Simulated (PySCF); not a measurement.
The system is FSiSeH3, in a box.

```
F Si Se H
1.0
    12.00000    0.00000    0.00000
     0.00000   12.00000    0.00000
     0.00000    0.00000   13.00000
F Si Se H
1 1 1 3
Cartesian
  4.5437 6.4007 6.3322
  6.0776 6.2690 5.9050
  7.4824 6.9158 7.5504
  6.3020 4.8508 5.5526
  6.3202 7.1912 4.7749
  7.3024 5.6611 8.2931
```

Base run:

- Program: PySCF 2.14.0
- Functional: wB97X
- Potentials or basis: pob-tzvp-rev2 (all-electron)
- k mesh: 1 × 1 × 1
- Occupations: fixed
- Spin: no spin polarisation

Its results: gap between the frontier levels 12.32 eV.

After a change of settings the same cell gave: gap between the frontier levels 5.83 eV. Which change was it?
A. functional from wB97X to TASK
B. functional from wB97X to TPSS; dispersion from none to D3(OP)
C. functional from wB97X to M06-2X

B.

Caveats: this is a molecule in a periodic box at the Γ point, so its band gap is the HOMO-LUMO gap; relativity is left out, which matters for the heavier elements; the basis of atomic orbitals isn't converged, which shifts pressures, moduli and gaps; this basis is made for solids and lacks diffuse functions, so gaps of a molecule come out too wide by an eV or more.

Not every run made on this cell is shown here.
